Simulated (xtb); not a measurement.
# AlPH3F3 (SMILES [F][Al-]([F])([F])[PH3+]) at GFN2-xTB

We compute a structure relaxation of AlPH3F3. 

Program for the calculation: xtb 6.7.1.

## (1) The molecule

AlPH3F3: 8 atoms, total charge 0, spin state singlet. As SMILES, `[F][Al-]([F])([F])[PH3+]`. All atoms were displaced at random from a relaxed shape. The run starts from this shape.

Bond lengths: F1–Al2 1.659 Å, Al2–F3 1.620 Å, Al2–F4 1.707 Å, Al2–P5 2.382 Å, P5–H6 1.371 Å, P5–H7 1.303 Å, P5–H8 1.485 Å. Some angles: F1–Al2–F3 113.8°, F1–Al2–F4 118.4°, F1–Al2–P5 99.9°, F3–Al2–F4 118.8°, F3–Al2–P5 103.8°, F4–Al2–P5 96.8°, Al2–P5–H6 121.7°, Al2–P5–H7 128.8°, Al2–P5–H8 117.6°, H6–P5–H7 94.6°.

## (2) A structure relaxation at GFN2-xTB

Contents of .CHRG:

```
0
```

Contents of .UHF:

```
0
```

Contents of detailed.inp:

```
$opt
   hessian=lindh-d2
$end
```

Contents of coord:

```
$coord
     -0.164746323545     -3.544710470051      2.425709145353  f
      1.363229529044     -2.080172723466      0.113251286649  al
      4.135249883996     -1.059720616168      0.917613211596  f
      0.901078108005     -3.093991892066     -2.914543499272  f
     -1.108759009102      1.668684859828     -0.198043297861  p
     -2.991871092291      2.204573394250      1.499818933332  h
     -2.338838435404      2.549656281868     -2.140795137544  h
      0.159436193135      4.111420437565      0.350336326244  h
$end
```

Run with:

```console
$ xtb coord -o tight -I detailed.inp > coord.out
```

Q: Predict the results. Wanted: total energy at the end; dipole moment; HOMO energy; LUMO energy; HOMO–LUMO gap; dispersion energy; mean polarisability.

Computed results:

Level: GFN2-xTB.

```
                      quantity          value
       total energy at the end   -19.57263 Eh
                 dipole moment         6.39 D
                   HOMO energy      -12.67 eV
                   LUMO energy       -6.78 eV
                 HOMO–LUMO gap        5.89 eV
             dispersion energy  -10.33 kJ/mol
mean polarisability (D4 model)     60.8 bohr³
```

In words: At the final geometry: Bond lengths: F1–Al2 1.648 Å, Al2–F3 1.648 Å, Al2–F4 1.648 Å, Al2–P5 2.458 Å, P5–H6 1.379 Å, P5–H7 1.379 Å, P5–H8 1.379 Å. Some angles: F1–Al2–F3 117.5°, F1–Al2–F4 117.4°, F1–Al2–P5 99.2°, F3–Al2–F4 117.5°, F3–Al2–P5 99.2°, F4–Al2–P5 99.3°, Al2–P5–H6 119.6°, Al2–P5–H7 119.9°, Al2–P5–H8 119.7°, H6–P5–H7 97.5°. The optimisation took 10 steps and changed the energy by -0.276 eV. Mulliken charges run from -0.29 on F1 to +0.50 on Al2.
